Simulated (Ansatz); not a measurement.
# CH6B2F2GeO: the cost of one run

Program: Ansatz 0.2.0. Level of theory: RHF/def2-SVP. These are calculated values, not measurements.

**1. The structure to begin with**

Bond lengths: B1–O2 1.432 Å, O2–C3 1.392 Å, C3–Ge4 1.961 Å, C3–B5 1.611 Å, B5–F6 1.448 Å, B5–F7 1.469 Å, B1–H8 1.242 Å, B1–H9 1.157 Å, C3–H10 1.085 Å, Ge4–H11 1.606 Å, Ge4–H12 1.495 Å, Ge4–H13 1.548 Å. Angles (14 of 19 angles, heavy atoms first): B1–O2–C3 107.4°, O2–C3–Ge4 113.2°, O2–C3–B5 108.4°, Ge4–C3–B5 104.5°, C3–B5–F6 121.1°, C3–B5–F7 120.8°, F6–B5–F7 118.0°, O2–B1–H8 117.8°, O2–B1–H9 122.4°, O2–C3–H10 116.0°, Ge4–C3–H10 109.5°, B5–C3–H10 104.2°, C3–Ge4–H11 106.3°, C3–Ge4–H12 112.9°.

Coordinates:

```xyz
13

B    -2.0068    0.6642   -0.5056
O    -0.9484    0.8442    0.4425
C     0.2224    0.3732   -0.1451
Ge    0.4887   -1.5540    0.1011
B     1.4761    1.0525    0.6045
F     2.4256    1.8724   -0.1186
F     1.6408    0.9255    2.0582
H    -2.2704    1.6104   -1.2654
H    -2.7042   -0.2584   -0.4880
H     0.3666    0.6292   -1.1899
H    -0.7364   -2.2764   -0.6446
H     1.8015   -2.0333   -0.4307
H     0.2648   -1.8842    1.5964
```

**2. End point A**

Input file input.yaml:

```yaml
crystal:
  periodic: [false, false, false]
  atoms:
    - { symbol: B, position_ang: [-2.0068, 0.6642, -0.5056] }
    - { symbol: O, position_ang: [-0.9484, 0.8442, 0.4425] }
    - { symbol: C, position_ang: [0.2224, 0.3732, -0.1451] }
    - { symbol: Ge, position_ang: [0.4887, -1.554, 0.1011] }
    - { symbol: B, position_ang: [1.4761, 1.0525, 0.6045] }
    - { symbol: F, position_ang: [2.4256, 1.8724, -0.1186] }
    - { symbol: F, position_ang: [1.6408, 0.9255, 2.0582] }
    - { symbol: H, position_ang: [-2.2704, 1.6104, -1.2654] }
    - { symbol: H, position_ang: [-2.7042, -0.2584, -0.488] }
    - { symbol: H, position_ang: [0.3666, 0.6292, -1.1899] }
    - { symbol: H, position_ang: [-0.7364, -2.2764, -0.6446] }
    - { symbol: H, position_ang: [1.8015, -2.0333, -0.4307] }
    - { symbol: H, position_ang: [0.2648, -1.8842, 1.5964] }
basis:
  gaussian: { orbitals: def2-SVP }
hamiltonian:
  xc: hf
relax:
  f_tol: 0.02
  max_steps: 50
output:
  orbitals: {}
```

On the command line:

```console
$ ansatz run input.yaml --threads 2 --pin off --max-ram 3072MiB --backend cpu --events-out ev --progress --plain --runs-dir out
```

**Question.** How long does this run take on 2 threads of Intel Xeon 6975P-C (Granite Rapids), shared host, and how much memory does it need?

About 63 s, with a peak of 0.46 GiB.
